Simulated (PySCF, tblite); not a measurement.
**CH5O4PSi (triplet), a cluster model of a defect: infrared bands and EPR parameters**

What infrared bands and EPR parameters should one expect for `O=P(O)(O)O[C][SiH3]`? It is drawn as: twofold C.

Programs: tblite 0.8.0 and PySCF 2.14.0. All values are calculated, for the isolated system unless a continuum is named. Atoms count from 0, parts from 1.

## 1. The system as given

12 atoms, charge 0, multiplicity 3; geometry: distance geometry start.

## 2. Geometry optimisation with GFN1-xTB

Job settings and geometry (Å):

```
{"job": {"kind": "relax", "xc": "GFN1-xTB", "basis": "xTB"}, "charge": 0, "multiplicity": 3}
C      0.895217    -0.667623     0.045306
Si     2.525648     0.181077     0.586011
O      0.264277     0.179643    -0.828640
P     -1.415322     0.196741    -0.657575
O     -1.870696     1.511173    -1.209035
O     -2.176950    -1.018458    -1.521225
O     -1.933064     0.169950     0.970424
H      2.424118     0.510301     2.021326
H      3.674220    -0.687670     0.343193
H      2.648954     1.389431    -0.184081
H     -2.131616    -1.897349    -1.200024
H     -2.913776     0.113847     0.924387
```

Level: GFN1-xTB geometry optimisation, gas phase.

The run is started by

```
> OMP_NUM_THREADS=1 python cluster_run.py task.json out
```

One launch serves the whole session: the jobs run in the order shown.

**Question.** The jobs that follow are: GFN1-xTB harmonic vibrations, gas phase; UKS B3LYP, pcH-1 on C H O P Si, non-relativistic, mean-field spin-orbit, GIAO; UKS CAM-B3LYP, pcH-1 on C H O P Si, non-relativistic, mean-field spin-orbit, GIAO; UKS PBE0, pcH-1 on C H O P Si, non-relativistic, mean-field spin-orbit, GIAO. Predict: strongest single infrared mode (GFN1-xTB); D, E (B3LYP); g(iso) (B3LYP); ⟨S²⟩; largest a(iso).

As calculated:

```
                                 quantity                value
strongest single infrared mode (GFN1-xTB)             818 cm⁻¹
                             D, E (B3LYP)    0.704, 0.004 cm⁻¹
                           g(iso) (B3LYP)              2.00254
                                     ⟨S²⟩   2.009 (exact 2.00)
                           largest a(iso)  13C on C0, 93.8 MHz
```

In words: No mode is imaginary at GFN1-xTB; the softest lies at 12 cm⁻¹. Most of the unpaired spin sits on C0 (1.71 e). The isotropic g lies 0.2 ppt above the free-electron value. The coupling of 13C on C0 runs from 89.1 (CAM-B3LYP/pcH-1) to 98.6 MHz (PBE0/pcH-1). The triplet was assumed; the singlet may lie lower. A capped cluster stands for the solid here, so long-range fields and strain are missing, and bands or shifts of the capping hydrogens have no counterpart in it.
